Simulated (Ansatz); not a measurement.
# GaH3OSi: one species, many methods

How much do the methods differ for GaH3OSi? The plan is to run it at one geometry with functionals of several rungs and with coupled cluster. The yardstick is the atomisation energy at the CCSD(T) limit.

Method: functionals in def2-TZVPP, the program's frozen cores in correlated methods; program: Ansatz 0.2.0, Gaussian basis.

Levels to be run: LDA (SPW92), PBE-D4, revPBE-D4, BLYP-D4, r2SCAN-D4, B97M-V, PBE0-D4, B3LYP-D4, r2SCANh-D4, r2SCAN0-D4, HSE06-D4, BHLYP-D4, CAM-B3LYP-D4, LC-ωPBE, ωB97X-V, ωB97M-V, B2PLYP, PBE-QIDH; CCSD(T)/def2-SVP; CCSD(T)/def2-TZVPP; MP2/def2-QZVPP; extrapolation to the limit; RPA on PBE.

## Step 1: Structure used throughout

The geometry comes from an earlier relaxation with PBE0-D4 in a triple-zeta def2 set; it is a stationary point.

6 atoms, charge 0, spin multiplicity 1.

Atoms are counted from 1 here; the program's logs count them from 0.

Bond lengths: O1–Si2 1.645 Å, O1–Ga3 1.911 Å, Si2–Ga3 2.271 Å, Si2–H4 1.488 Å, Si2–H5 1.488 Å, Ga3–H6 1.554 Å. Angles: Si2–O1–Ga3 79.0°, O1–Si2–Ga3 55.7°, O1–Si2–H4 117.7°, O1–Si2–H5 117.7°, Ga3–Si2–H4 123.6°, Ga3–Si2–H5 123.6°, H4–Si2–H5 108.6°, O1–Ga3–Si2 45.3°, O1–Ga3–H6 118.2°, Si2–Ga3–H6 163.5°.

## Step 2: LDA

This LDA is Slater exchange with PW92 correlation.

in.yaml reads:

```yaml
crystal:
  periodic: [false, false, false]
  atoms:
    - {symbol: O, position_ang: [0.908562, -0.725676, -0.017317]}
    - {symbol: Si, position_ang: [-0.255783, 0.056784, -0.875694]}
    - {symbol: Ga, position_ang: [0.001524, 0.217528, 1.374985]}
    - {symbol: H, position_ang: [-1.307520, -0.769517, -1.527943]}
    - {symbol: H, position_ang: [0.179961, 1.110133, -1.832218]}
    - {symbol: H, position_ang: [0.515357, 0.046748, 2.831986]}
basis:
  gaussian: {orbitals: def2-TZVPP}
hamiltonian: {xc: lda}
output: {orbitals: {seedname: orbitals}}
```

Command:

```bash
> ansatz run in.yaml --threads 2 --pin off --events-out ev --progress --plain --max-ram 4352MiB
```

After this run come: PBE-D4 (GGA); revPBE-D4 (GGA); BLYP-D4 (GGA); r2SCAN-D4 (meta-GGA); B97M-V (meta-GGA); B3LYP-D4 (hybrid); r2SCANh-D4 (hybrid); r2SCAN0-D4 (hybrid); HSE06-D4 (hybrid); BHLYP-D4 (hybrid); CAM-B3LYP-D4 (range-separated); LC-ωPBE (range-separated); ωB97X-V (range-separated); ωB97M-V (range-separated); B2PLYP (double hybrid); PBE-QIDH (double hybrid); CCSD(T) in def2-SVP; CCSD(T) in def2-TZVPP; MP2 in def2-QZVPP; RPA on PBE orbitals.

Before running them: what should the planned runs give, taken together? Wanted: atomisation energy, CCSD(T)/CBS; farthest beyond LDA; mean size of error, GGA; mean size of error, meta-GGA; mean size of error, hybrid; mean size of error, range-separated; mean size of error, double hybrid; gap, smallest and largest; T1 diagnostic.

**Answer**, as computed:

| quantity | value |
| --- | --- |
| atomisation energy, CCSD(T)/CBS | 17.996 eV |
| functionals within 0.180 eV (1.0 %) | PBE-D4, r2SCAN-D4, B97M-V, r2SCANh-D4, ωB97X-V |
| farthest beyond LDA | BHLYP-D4 (-0.958 eV) |
| mean size of error, GGA | 0.306 eV |
| mean size of error, meta-GGA | 0.046 eV |
| mean size of error, hybrid | 0.478 eV |
| mean size of error, range-separated | 0.192 eV |
| mean size of error, double hybrid | 0.405 eV |
| gap, smallest and largest | 2.94 eV (LDA (SPW92)), 9.33 eV (LC-ωPBE) |
| T1 diagnostic | 0.0171 |
| triples share of the correlation energy | 4.2 % |

**Reading.** The LDA atomisation energy is off by 2.565 eV (14 %): it overbinds. PBE-D4 is off by -0.049 eV. Double hybrids carry the basis error of their MP2 part in triple zeta, and no dispersion term here, so their miss is partly the set-up's. By mean error the best rung here is meta-GGA (0.046 eV) and the worst beyond LDA is hybrid (0.478 eV). The mean of the hybrids holds BHLYP, with half exact exchange. Misses under about 0.180 eV are within the doubt on the reference itself, which lacks core-valence correlation, relativity and higher excitations, and its outer-core shells are covered unevenly. Hartree-Fock recovers 67 % of the binding; the rest is correlation. CCSD(T) in def2-SVP is off by -1.720 eV, so the small basis spoils what the method gains. Orbital gaps span 2.9 to 9.3 eV; exact exchange widens them. Correlated methods include outer-core shells of Ga, which these sets cover unevenly.
